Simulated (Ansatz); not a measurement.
This script drives Ansatz 0.2.0, Python API.

Script `gdin3_orders.py`:
```python
"""Magnetic orders of GdIn3 compared."""

import ansatz as az
import numpy as np


def count_gap(report):
    # lowest empty less highest filled band, counting bands; zero where they overlap
    return max(report.get("gap_by_band_count_ev") or 0.0, 0.0)

CELL = [
    (9.278681, 0.0, 0.0),
    (0.0, 4.63934, 0.0),
    (0.0, 0.0, 4.63934),
]
ATOMS = [
    ("Gd", (0.0, 0.0, 0.0)),
    ("In", (0.25, 0.0, 0.5)),
    ("In", (0.0, 0.5, 0.5)),
    ("In", (0.25, 0.5, 0.0)),
    ("Gd", (0.5, 0.0, 0.0)),
    ("In", (0.75, 0.0, 0.5)),
    ("In", (0.5, 0.5, 0.5)),
    ("In", (0.75, 0.5, 0.0)),
]


def magnet(moments):
    crystal = az.Crystal(lattice=az.Lattice.of(CELL))
    for (symbol, position), moment in zip(ATOMS, moments):
        crystal = crystal.atom(symbol, position, moment=moment or None)
    return crystal

# starting moments in muB, one an atom
orders = {
    "FM": [5.6, 0, 0, 0, 5.6, 0, 0, 0],
    "AFM": [5.6, 0, 0, 0, -5.6, 0, 0, 0],
}

rows = []
for label, moments in orders.items():
    calc = (
        magnet(moments).calculation()
        .functional(az.Functional.PBESOL)
        .occupations("fermi_dirac")
        .kpoints(3, 6, 6)
        .pseudopotentials("paw")
        .spin("collinear")
        .band_table()
    )
    report = calc.run(threads=1).report
    rows.append((label, report["free_energy_ev"], report["magnetization_mub"], report["absolute_magnetization_mub"], max(abs(m) for m in report["site_moments_mub"]), count_gap(report)))
    print(label, "site moments:", [round(m, 2) for m in report["site_moments_mub"]])

lowest = min(row[1] for row in rows)
rows = [(row[0], 1000 * (row[1] - lowest) / 2, *row[2:]) for row in sorted(rows, key=lambda row: row[1])]
for row in rows:
    print("; ".join(f"{name} = {round(v, 4) if isinstance(v, float) else v}" for name, v in zip(["order", "meV/magnetic atom", "net muB", "absolute muB", "largest site muB", "gap by band count eV"], row)))
print("lowest of these starts:", rows[0][0])
```

It is started by `python gdin3_orders.py`. How long does it take on 1 thread of Arm Neoverse V1, with other jobs on the host, and how much memory does it need?

It took about 2.4 min, with a peak of 0.87 GiB, for 2 runs of the engine.

Output of `python gdin3_orders.py`:
```text
DeckWarning: basis.ecutwfc = 420 eV, auto-derived from the records' recommended cutoffs: set by Gd (normal level)
DeckWarning: where an SCF of this run starts from atoms to list the orders of its open shells, Gd (sites 0, 4, from 0) starts with 6.64 μB on its 4f shell, in the place of the 5.60 μB that the deck [...]
FM site moments: [6.98, -0.02, -0.02, -0.02, 6.98, -0.02, -0.02, -0.02]
DeckWarning: where an SCF of this run starts from atoms to list the orders of its open shells, Gd (site 0, from 0) starts with 6.64 μB on its 4f shell, in the place of the 5.60 μB that the deck gives [...]
DeckWarning: where an SCF of this run starts from atoms to list the orders of its open shells, Gd (site 4, from 0) starts with -6.64 μB on its 4f shell, in the place of the -5.60 μB that the deck [...]
AFM site moments: [7.0, 0.0, -0.01, 0.0, -7.0, -0.0, 0.01, -0.0]
order = AFM; meV/magnetic atom = 0.0; net muB = 0.0; absolute muB = 14.4044; largest site muB = 6.9985; gap by band count eV = 0.0
order = FM; meV/magnetic atom = 11.6497; net muB = 13.9905; absolute muB = 14.3013; largest site muB = 6.9784; gap by band count eV = 0.0
lowest of these starts: AFM
```
(Warnings from the package without file and line, shortened.)

In order of energy: antiferro- or ferrimagnetic (+0.0 meV an atom, largest site moment 7.00 μB) and ferromagnetic (+2.9 meV an atom, largest site moment 6.98 μB). These are the states reached from the starts typed.

What to keep in mind:
- Open f shells: without a Hubbard U, without spin-orbit coupling; the state reached hangs on the start and needn't be the lowest.
- The mesh is modest for a metal, so energies can be off by several to tens of meV an atom and pressures by half a GPa or more; differences at equal mesh fare better.
- A gap by band count of zero or less means overlapping bands, a metal.
- The structure comes from a database of computed cells and needn't be a stable or known phase.
- Levels are Kohn-Sham eigenvalues on this mesh, without spin-orbit coupling.
- Each row is the state reached from that start at the given structure, not necessarily the lowest of its order; other orders weren't tried.
